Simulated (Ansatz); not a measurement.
Relaxation of a periodic cell of 17 atoms, HC16 (host C, host structure diamond, interstitial H), cell charge +1, to a largest force component of 0.03 eV/Å in at most 60 steps.

Level of theory: Ansatz, DFT PBE, scalar-relativistic, plane waves, PAW. Settings: cutoff 420 eV, k mesh 3x3x3, gaussian smearing 0.05 eV, no spin polarisation.

```xyz
17
Lattice="0.0000 3.5700 3.5700 3.5700 0.0000 3.5700 3.5700 3.5700 0.0000" Properties=species:S:1:pos:R:3:forces:R:3
C 0.000 0.000 0.000 -0.31 -0.29 0.31
C 0.892 0.892 0.892 0.02 -0.02 -1.20
C 1.785 1.785 0.000 0.29 0.30 0.30
C 2.678 2.678 0.892 0.00 -0.01 0.00
C 1.785 0.000 1.785 0.38 -0.44 -0.42
C 2.678 0.892 2.678 1.22 -0.04 -0.03
C 3.570 1.785 1.785 -0.30 0.31 -0.29
C 4.463 2.678 2.678 0.01 -1.18 -0.01
C 0.000 1.785 1.785 -0.44 0.37 -0.48
C 0.892 2.678 2.678 -0.01 1.25 -0.02
C 1.785 3.570 1.785 0.31 -0.30 -0.31
C 2.678 4.463 2.678 -1.22 -0.01 0.01
C 1.785 1.785 3.570 0.48 0.41 0.43
C 2.678 2.678 4.463 0.00 0.06 0.04
C 3.570 3.570 3.570 -0.42 -0.49 0.38
C 4.463 4.463 4.463 -0.02 -0.02 1.24
H 4.462 4.483 2.690 0.00 0.09 0.06
```

Problem. Where does it end, and by what steps?

Solution. The forces met the threshold. Limits of this set-up: charged cell in a uniform background, uncorrected. After 11 steps the energy has fallen by 0.937 eV; H17 moved furthest, 0.85 Å. Joined: C10–H17, C13–H17.

```tsv
step	energy less start (eV)	largest force component (eV/Å)	accepted
0	0.0000	1.253	yes
1	-0.0937	0.370	yes
2	-0.1098	0.199	yes
3	-0.1162	0.298	yes
4	-0.1515	0.591	yes
5	-0.2906	1.034	yes
6	-0.5494	1.035	yes
7	-0.7834	0.978	yes
8	-0.8894	0.943	yes
9	-0.9362	0.086	yes
10	-0.9372	0.048	yes
11	-0.9375	0.007	yes
```

```xyz
17
Lattice="0.0000 3.5700 3.5700 3.5700 0.0000 3.5700 3.5700 3.5700 0.0000" Properties=species:S:1:pos:R:3
C 0.000 -0.035 -0.021
C 0.896 0.858 0.860
C 1.790 1.740 -0.028
C 2.693 2.615 0.863
C 1.774 -0.036 1.764
C 2.694 0.841 2.648
C 3.586 1.737 1.766
C 4.469 2.631 2.654
C -0.033 1.746 1.717
C 0.833 2.718 2.586
C 1.816 3.505 1.763
C 2.675 4.416 2.654
C 1.877 1.674 3.610
C 2.663 2.658 4.433
C 3.575 3.516 3.543
C 4.475 4.379 4.480
H 4.381 5.222 3.098
```

Whether the end is a true minimum wasn't checked by a vibrational analysis.

Run time: 59 s on 1 thread of Arm Neoverse V2, with other jobs on the host, peak memory 0.34 GiB.
